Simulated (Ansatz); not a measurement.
## CsBa₃, space group Pm-3m: a convergence test of the k-point mesh, step by step

Computed with the Ansatz DFT code, driven from Python.

`csba3.vasp`
```text
CsBa3
1.0
   6.60437100    0.00000000    0.00000000
   0.00000000    6.60437100    0.00000000
   0.00000000    0.00000000    6.60437100
Cs Ba
1 3
Direct
   0.00000000    0.00000000    0.00000000
   0.00000000    0.50000000    0.50000000
   0.50000000    0.00000000    0.50000000
   0.50000000    0.50000000    0.00000000
```

Run as a notebook:

**Cell 1**
```python
import ansatz as az
from ase.io import read
import pandas as pd
```

**Cell 2**
```python
FUNCTIONAL = "pbe"
SMEARING = "fermi_dirac"

atoms = read("csba3.vasp", format="vasp")
cell = az.Crystal.from_ase(atoms)
```

**Cell 3**
```python
len(cell.resolved().sites)
```
Output:
```text
4
```

**Cell 4**
```python
calc = (
    cell.calculation()
    .functional(FUNCTIONAL)
    .occupations(SMEARING, width=100 * az.meV)
    .stress()
)
```

**Cell 5**
```python
rows = []
for value in [(1, 1, 1), (2, 2, 2), (3, 3, 3), (4, 4, 4)]:
    summary = calc.kpoints(mesh=value).run(threads=1).report
    rows.append((value, summary["free_energy_ev"] / len(summary["lattice"]["sites"]), summary["n_iterations"], sum(summary["stress_gpa"][i][i] for i in range(3)) / 3, summary["n_kpoints"]))
```
Output:
```text
DeckWarning: basis.ecutwfc = 420 eV, auto-derived from the records' recommended cutoffs: set by Cs (normal level)
```

**Cell 6**
```python
table = pd.DataFrame(rows, columns=["mesh", "F/atom (eV)", "iterations", "P (GPa)", "k-points"])
table.round(5)
```
Output:
```text
        mesh  F/atom (eV)  iterations  P (GPa)  k-points
0  (1, 1, 1)  -5880.43472           7 -3.69029         1
1  (2, 2, 2)  -5879.78125           7  0.27367         4
2  (3, 3, 3)  -5879.71777           7  0.11550         4
3  (4, 4, 4)  -5879.71648           7 -0.02710        10
```

**Cell 7**
```python
for row in rows[:-1]:
    shift = 1000 * (row[1] - rows[-1][1])
    print(f"{row[0]}: {shift:+.2f} meV/atom" + ("  (within 1 meV)" if abs(shift) < 1 else ""))
```
Output:
```text
(1, 1, 1): -718.24 meV/atom
(2, 2, 2): -64.76 meV/atom
(3, 3, 3): -1.28 meV/atom
```

Reading the output:
- Pressure is positive in compression.
- The structure comes from a database of computed cells and needn't be a stable or known phase.
- Warnings are shown shortened and without file and line.
- Shifts are counted from the finest mesh, which is itself no proven limit.
- Hardware and time: 11 s on 1 thread of Arm Neoverse V1 (shared host), peak memory 0.6 GiB.
